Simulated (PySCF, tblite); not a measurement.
# C3H4BF3NO−: geometry, infrared bands and NMR shifts

Wanted: the infrared bands and NMR shifts of C3H4BF3NO− (`N#C[B@H-](O)CC(F)(F)F`), by calculation.

The runs use tblite 0.8.0 and PySCF 2.14.0, with density-fitted response routines of our own; the level of theory stands in each step. All values are computed, except where a source is named. Atoms are numbered from 0 throughout.

## 1. The starting structure

13 atoms, charge -1, multiplicity 1; geometry from: force field or distance geometry start.

Bonds of the start (Å): N0–C1 1.16, C1–B2 1.55, B2–O3 1.46, B2–C4 1.60, C4–C5 1.50, C5–F6 1.38, C5–F7 1.38, C5–F8 1.39, B2–H9 1.18, O3–H10 0.98, C4–H11 1.11, C4–H12 1.12.

## 2. Optimising the geometry with GFN2-xTB

Job settings and geometry (Å):

```
{"job": {"kind": "relax", "xc": "GFN2-xTB", "basis": "xTB"}, "charge": -1, "multiplicity": 1}
N      1.225400     2.152800     1.397100
C      1.072900     1.077700     1.000800
B      0.885800    -0.368900     0.486000
O      2.099500    -0.798300    -0.205300
C     -0.239400    -0.277600    -0.647200
C     -1.613700    -0.040400    -0.105200
F     -2.486100     0.022400    -1.177900
F     -1.991300    -1.092400     0.704800
F     -1.699900     1.175800     0.554400
H      0.596300    -1.105600     1.367200
H      2.312100    -0.121400    -0.879200
H     -0.193500    -1.225900    -1.229800
H      0.027500     0.602300    -1.283400
```

The run is started by

```sh
$ OMP_NUM_THREADS=1 python probes_run.py task.json out
```

This one command runs all jobs of the session in turn.

**Question.** This job is followed by: GFN2-xTB harmonic vibrations, gas phase; GIAO PBE0/pcSseg-1 NMR shielding, non-relativistic, gas phase. What will the session give for the following? strongest single infrared mode (GFN2-xTB); zero-point energy (GFN2-xTB); ¹³C shifts against TMS (PBE0/pcSseg-1); ¹H shifts against TMS (PBE0/pcSseg-1); ¹⁵N shifts against NH3 (PBE0/pcSseg-1); ¹¹B shifts against BF3·OEt2 (PBE0/pcSseg-1); ¹⁷O shifts against H2O (PBE0/pcSseg-1); ¹⁹F shifts against CFCl3 (PBE0/pcSseg-1, means over atoms taken as alike).

The runs gave:

```
                                                                 quantity                        value
                                strongest single infrared mode (GFN2-xTB)         901 cm⁻¹, 359 km/mol
                                             zero-point energy (GFN2-xTB)                46.7 kcal/mol
                                   ¹³C shifts against TMS (PBE0/pcSseg-1)       146.4, 143.2, 36.4 ppm
                                    ¹H shifts against TMS (PBE0/pcSseg-1)  2.63, 1.02, 0.94, -1.98 ppm
                                   ¹⁵N shifts against NH3 (PBE0/pcSseg-1)                    308.6 ppm
                              ¹¹B shifts against BF3·OEt2 (PBE0/pcSseg-1)                    -20.0 ppm
                                   ¹⁷O shifts against H2O (PBE0/pcSseg-1)                     27.9 ppm
¹⁹F shifts against CFCl3 (PBE0/pcSseg-1, means over atoms taken as alike)                    -71.1 ppm
```

In words: Relaxing lowered the energy by 0.481 eV in 79 steps; the close pair that moved most is B2–C4, from 1.600 to 1.701 Å. No mode is imaginary among the 33: a minimum at this level. The strongest single mode, at 901 cm⁻¹, moves mainly C5. GFN2-xTB is a fitted tight-binding method: band positions and strengths are rough. Its intensities can rank the bands wrongly. At PBE0/pcSseg-1: The largest span, 475 ppm, is at N0, where the paramagnetic term is -384 ppm.
